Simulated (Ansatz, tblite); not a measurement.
# Cd9Se9 wurtzite hole sphere (Cd9H24Se9): a ladder of methods and basis sets

One table from this session's results is given with a row withheld; the runs are named, their logs left out.

The runs use Ansatz 0.2.0, Gaussian basis; as each input shows.

Plan: GFN1-xTB, GFN2-xTB, PBE-D4/def2-TZVP, r2SCAN-D4/def2-TZVP, PBE-D4/def2-SVP, PBE0-D4/def2-SVP.

1 further run of the same task is left out (set aside as unsound or not needed).

## The geometry

The singlet was relaxed beforehand with r2SCAN-D4/def2-SVP.

42 atoms, charge 0, spin multiplicity 1.

Bond lengths: Cd1–H19 1.684 Å, Cd1–H20 1.684 Å, Se2–Cd5 2.975 Å, Se2–H21 1.473 Å, Se2–H22 1.473 Å, Se3–Cd4 2.726 Å, Se3–Cd11 2.726 Å, Se3–H23 1.472 Å, Cd4–Se6 2.979 Å, Cd4–Se7 2.726 Å, Cd4–H24 1.694 Å, Cd5–Se6 2.728 Å, Cd5–Se12 2.727 Å, Cd5–H25 1.688 Å, Se6–Cd9 2.727 Å, Se6–H26 1.472 Å, Se7–Cd14 2.726 Å, Se7–H27 1.472 Å and more. Angles: H19–Cd1–H20 170.7°, Cd5–Se2–H21 94.3°, Cd5–Se2–H22 94.4°, H21–Se2–H22 91.8°, Cd4–Se3–Cd11 128.6°, Cd4–Se3–H23 95.7°, Cd11–Se3–H23 95.8°, Se3–Cd4–Se6 94.0°, Se3–Cd4–Se7 103.9°, Se3–Cd4–H24 125.3°, Se6–Cd4–Se7 94.0°, Se6–Cd4–H24 103.9°, Se7–Cd4–H24 125.3°, Se2–Cd5–Se6 92.7°, Se2–Cd5–Se12 92.8°, Se2–Cd5–H25 109.1°, Se6–Cd5–Se12 90.3°, Se6–Cd5–H25 130.4° and more.

Cd takes a core potential in the def2 sets. No spin-orbit coupling is included.

PBE0-D4/def2-TZVP was run before; its log isn't repeated, and its numbers join the tables.

The first run:

Tight binding, by tblite at 300 K electronic temperature and without a spin-polarisation term:

```python
tblite.interface.Calculator('GFN1-xTB', numbers, positions, charge=0, uhf=0).singlepoint()
```

Tight binding, by tblite at 300 K electronic temperature and without a spin-polarisation term:

```python
tblite.interface.Calculator('GFN2-xTB', numbers, positions, charge=0, uhf=0).singlepoint()
```

start.molden holds the orbitals of an earlier run on this state, given as this run's starting guess.

Input file in.yaml:

```yaml
crystal:
  periodic: [false, false, false]
  atoms:
    - {symbol: Cd, position_ang: [0.000973, -5.645994, -2.296615]}
    - {symbol: Se, position_ang: [-0.003216, -4.733320, 0.982558]}
    - {symbol: Se, position_ang: [0.000114, -2.480547, -1.955109]}
    - {symbol: Cd, position_ang: [-2.456233, -1.418535, -1.434291]}
    - {symbol: Cd, position_ang: [-0.000642, -2.439986, 2.877899]}
    - {symbol: Se, position_ang: [-1.934474, -1.115529, 1.482817]}
    - {symbol: Se, position_ang: [-2.147066, 1.238837, -1.957891]}
    - {symbol: Cd, position_ang: [-4.887459, 2.821422, -2.303108]}
    - {symbol: Cd, position_ang: [-2.113300, 1.222326, 2.876090]}
    - {symbol: Se, position_ang: [-4.096026, 2.369695, 0.977456]}
    - {symbol: Cd, position_ang: [2.456046, -1.417895, -1.434856]}
    - {symbol: Se, position_ang: [1.933672, -1.117060, 1.482427]}
    - {symbol: Se, position_ang: [2.146188, 1.239874, -1.957956]}
    - {symbol: Cd, position_ang: [-0.000642, 2.836689, -1.435713]}
    - {symbol: Cd, position_ang: [2.114938, 1.220617, 2.875482]}
    - {symbol: Se, position_ang: [0.000982, 2.234195, 1.481405]}
    - {symbol: Cd, position_ang: [4.888320, 2.819725, -2.303916]}
    - {symbol: Se, position_ang: [4.100363, 2.363786, 0.976993]}
    - {symbol: H, position_ang: [-1.677745, -5.778777, -2.332036]}
    - {symbol: H, position_ang: [1.679815, -5.778777, -2.325861]}
    - {symbol: H, position_ang: [-1.064984, -5.464670, 1.694233]}
    - {symbol: H, position_ang: [1.049523, -5.472626, 1.699450]}
    - {symbol: H, position_ang: [-0.000564, -2.156082, -3.391279]}
    - {symbol: H, position_ang: [-3.921943, -2.265193, -1.499369]}
    - {symbol: H, position_ang: [-0.000872, -3.029053, 4.459418]}
    - {symbol: H, position_ang: [-3.102467, -1.788624, 2.073342]}
    - {symbol: H, position_ang: [-1.862306, 1.074307, -3.393057]}
    - {symbol: H, position_ang: [-5.842883, 1.434536, -2.330925]}
    - {symbol: H, position_ang: [-4.162285, 4.341197, -2.339976]}
    - {symbol: H, position_ang: [-2.624184, 1.518108, 4.457129]}
    - {symbol: H, position_ang: [-5.263637, 1.825878, 1.691370]}
    - {symbol: H, position_ang: [-4.201497, 3.654262, 1.689814]}
    - {symbol: H, position_ang: [3.922739, -2.262729, -1.500867]}
    - {symbol: H, position_ang: [3.101148, -1.791123, 2.072855]}
    - {symbol: H, position_ang: [1.862133, 1.075126, -3.393243]}
    - {symbol: H, position_ang: [-0.001783, 4.529331, -1.501211]}
    - {symbol: H, position_ang: [2.626236, 1.516959, 4.456290]}
    - {symbol: H, position_ang: [0.001476, 3.582310, 2.071780]}
    - {symbol: H, position_ang: [5.840856, 1.431071, -2.338895]}
    - {symbol: H, position_ang: [4.165955, 4.341025, -2.333715]}
    - {symbol: H, position_ang: [5.265818, 1.816930, 1.692110]}
    - {symbol: H, position_ang: [4.208922, 3.648314, 1.688961]}
basis:
  gaussian: {orbitals: def2-TZVP, fitting: {mean_field: def2-universal-jkfit}, initial_orbitals: start.molden}
hamiltonian: {xc: pbe, dispersion: d4}
scf: {omitted_lower_state_checks: [starts]}
output: {orbitals: {seedname: orbitals}}
```

On the command line:

```
$ ansatz run in.yaml --threads 11 --pin off --events-out ev --progress --plain --max-ram 174080MiB --backend cuda --devices 0, --max-vram 75GiB
```

Among the steps run: PBE-D4/def2-TZVP; r2SCAN-D4/def2-TZVP; PBE-D4/def2-SVP; PBE0-D4/def2-SVP.

One of the session's tables, all rows but one given; the rest of the session is left out.

It belongs to the step «Binding energy». 

| level | binding an atom (eV) |
| --- | --- |
| PBE-D4/def2-SVP | 1.987 |
| PBE-D4/def2-TZVP | 1.962 |
| r2SCAN-D4/def2-TZVP | 2.008 |
| PBE0-D4/def2-SVP | ? |
| PBE0-D4/def2-TZVP | 1.961 |

Q: Estimate the row for PBE0-D4/def2-SVP from the others.

**Answer.** binding an atom (eV): 1.981. In the column «binding an atom (eV)» it lies between PBE-D4/def2-TZVP (1.962) and PBE-D4/def2-SVP (1.987).

Limits of these values: Free atoms were run apart at each level; binding is atoms less cluster, divided by the number of atoms, without zero-point or spin-orbit terms.
